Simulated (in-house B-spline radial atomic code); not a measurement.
# Bi⁵⁴⁺: highest level by several methods

Aim: see how far minus the highest orbital energy of Bi⁵⁴⁺ stands from its tabulated ionisation energy, method by method.

Program: in-house B-spline radial atomic code version 1. Level of theory: scalar-relativistic (X2C), several functionals, spin-polarised; spherical all-electron atom at the radial basis limit. These are calculated values, not measurements, unless marked.

## (1) The atom as given

* element: bismuth (Z = 83)
* charge: +54
* electrons: 29
* configuration: [Ar] 3d10 4s1
* nucleus: Fermi, rms radius 5.521 fm

The outer shells:

[Ar] 3d10 4s1
```
[Ar] core
3d [↑↓][↑↓][↑↓][↑↓][↑↓]
4s [↑ ]
```

Where spins are not typed, each open shell is filled with up spins first.

## (2) M06-2X

The run's settings:

```ini
Z = 83
electrons = 29.0
configuration = [Ar] 3d10 4s1
hamiltonian = x2c
method = m062x
spin_polarised = True
nucleus = fermi
rms_radius = 5.5211
mass_number = 209
atomic_mass = 208.980398599
speed_of_light = 137.035999084
```

## (3) BP86

Settings: those of step 2 with these lines changed.

```diff
@@ -4,3 +4,3 @@
 hamiltonian = x2c
-method = m062x
+method = b88,p86
 spin_polarised = True
```

## (4) LDA (VWN5)

Settings: those of step 3 with these lines changed.

```diff
@@ -4,3 +4,3 @@
 hamiltonian = x2c
-method = b88,p86
+method = lda,vwn
 spin_polarised = True
```

## (5) B97-1

Settings: those of step 4 with these lines changed.

```diff
@@ -4,3 +4,3 @@
 hamiltonian = x2c
-method = lda,vwn
+method = b97_1
 spin_polarised = True
```

## (6) revTPSS

Settings: those of step 5 with these lines changed.

```diff
@@ -4,3 +4,3 @@
 hamiltonian = x2c
-method = b97_1
+method = revtpss,revtpss
 spin_polarised = True
```

## (7) OLYP

Settings: those of step 6 with these lines changed.

```diff
@@ -4,3 +4,3 @@
 hamiltonian = x2c
-method = revtpss,revtpss
+method = optx,lyp
 spin_polarised = True
```

## (8) PW91

Settings: those of step 7 with these lines changed.

```diff
@@ -4,3 +4,3 @@
 hamiltonian = x2c
-method = optx,lyp
+method = pw91,pw91
 spin_polarised = True
```

**Question.** The tabulated ionisation energy is 3401.8 ± 2.4 eV (semi-empirical; NIST Atomic Spectra Database). What does each method give, and which comes nearest?

**Answer**, as computed:

| method | rung | total energy (hartree) | −ε highest (eV) | −ε less tabulated (eV) |
| --- | --- | --- | --- | --- |
| LDA (VWN5) | LDA | -19229.1077 | 3383.30 (4s up) | -18.50 |
| BP86 | GGA | -19244.7897 | 3382.98 (4s up) | -18.82 |
| OLYP | GGA | -19246.7592 | 3381.88 (4s up) | -19.92 |
| PW91 | GGA | -19244.0932 | 3383.89 (4s up) | -17.91 |
| revTPSS | meta-GGA | -19240.6812 | 3380.94 (4s up) | -20.86 |
| M06-2X | global hybrid | -19244.5840 | 3391.83 (4s up) | -9.97 |
| B97-1 | global hybrid | -19242.5514 | 3386.63 (4s up) | -15.17 |

What this shows: Against the tabulated ionisation energy, 3401.8 ± 2.4 eV (semi-empirical; NIST Atomic Spectra Database), the best here is M06-2X (-9.97 eV) and the worst revTPSS (-20.86 eV, or 0.61 %). Mean absolute error by rung (exchange-only levels left out): LDA 18.50 eV, GGA 18.88 eV, meta-GGA 20.86 eV, global hybrid 12.57 eV. Relativistic terms that these runs lack can be as large as the gaps between close methods, so the nearest may be so by luck. Spin-orbit coupling is left out.
